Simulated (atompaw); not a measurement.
**Pseudopotential generation for Pd: PAW (atompaw), LDA (PW92)**

Task: generate the file, and judge it by its logarithmic derivatives, its ghosts and its cutoff.

Program: atompaw 4.2.0.5. Reference atom: LDA (PW92), scalar-relativistic, spherical and spin-unpolarised. All values are calculated.

## Step 1: Settings

Typed settings, in words:

```
element                 : palladium (Pd, Z = 46)
type                    : PAW
frozen core             : [Ar] 3d10
valence charge          : 18
reference configuration : 4s2 4p6 4d10 5s0 5p0
partial waves           : 4s (bound): rc 1.30 bohr; 5s (bound, empty): rc 1.80 bohr; 4p (bound): rc 1.40 bohr; 5p (bound, empty): rc 1.80 bohr; 4d (bound): rc 1.80 bohr; 4d channel at 4.95 Ry: rc 1.30 bohr
local potential         : bessel scheme, radius 1.20 bohr
core correction         : smooth core density matched at 1.35 bohr
augmentation charge     : sinc compensation charge, radius 1.35 bohr; PAW radius 1.80 bohr; waves and projectors: custom polynom2 7 10 vanderbiltortho
```

An earlier all-electron run gives the scale for the radii.

All-electron outer shells of the reference configuration (LDA (PW92), scalar-relativistic, ld1.x):

```json
{"shell": "3p", "level (eV)": "-515.81", "outermost node (bohr)": "0.15", "outermost maximum (bohr)": "0.34"}
{"shell": "3d", "level (eV)": "-325.95", "outermost node (bohr)": "–", "outermost maximum (bohr)": "0.28"}
{"shell": "4s", "level (eV)": "-85.44", "outermost node (bohr)": "0.45", "outermost maximum (bohr)": "0.85"}
{"shell": "4p", "level (eV)": "-51.36", "outermost node (bohr)": "0.46", "outermost maximum (bohr)": "0.91"}
{"shell": "4d", "level (eV)": "-4.31", "outermost node (bohr)": "0.45", "outermost maximum (bohr)": "1.10"}
{"shell": "5s", "level (eV)": "-3.61", "outermost node (bohr)": "1.15", "outermost maximum (bohr)": "2.64"}
{"shell": "5p", "level (eV)": "-0.36", "outermost node (bohr)": "1.31", "outermost maximum (bohr)": "4.09"}
```

## Step 2: Generating the potential

Input file Pd.input:

```
Pd 46
LDA-PW scalarrelativistic loggrid 1500 logderivrange -8 5 326
5 5 4 0 0 0
5 0 0
5 1 0
0 0 0
c
c
c
v
v
c
c
v
v
c
v
2
1.80 1.35 1.20 1.35
n
n
y
4.95
n
custom polynom2 7 10 vanderbiltortho sinc
bessel
1.30
1.80
1.40
1.80
1.80
1.30
PWSCFOUT
UPFDX 0.0125d0 UPFXMIN -7.d0 UPFZMESH 46.d0
END
```

Started as:

```
$ atompaw < Pd.input > Pd.log
```

What does the calculation give? Wanted: cutoffs for 10 and 1 mRy, occupied levels; bound ghosts; largest phase difference near zero energy, channels read; lowest eigenvalue of the overlap; share of valence orbitals outside the PAW sphere; UPF file.

As calculated:

| quantity | value |
| --- | --- |
| cutoffs for 10 and 1 mRy, occupied levels | 110 Ry and 300 Ry |
| bound ghosts | none found |
| largest phase difference near zero energy, channels read | 3.077 rad |
| lowest eigenvalue of the overlap (Bessel basis) | 0.719 (s) |
| share of valence orbitals outside the PAW sphere | 4s 2 %, 5s 92 %, 4p 4 %, 5p 99 %, 4d 30 % |
| UPF file | written |

**Reading.** By its cutoff, 110 Ry for the looser tolerance, it is hard. The tighter tolerance needs 300 Ry, and converged work needs a cutoff nearer that. The slowest occupied level is 4p: taken alone it needs 160 Ry to come within 1 mRy, against 35 Ry for 4s. No bound ghost shows below the valence levels. Near zero energy the largest phase difference among the channels read is 3.08 rad, in the p channel. A step near π is an extra or missing state, not a misfit of shape. The pseudo curves have a pole with no partner nearby in the atom's: p at 0.66 Ry. At positive energy that is a spurious or a displaced resonance.
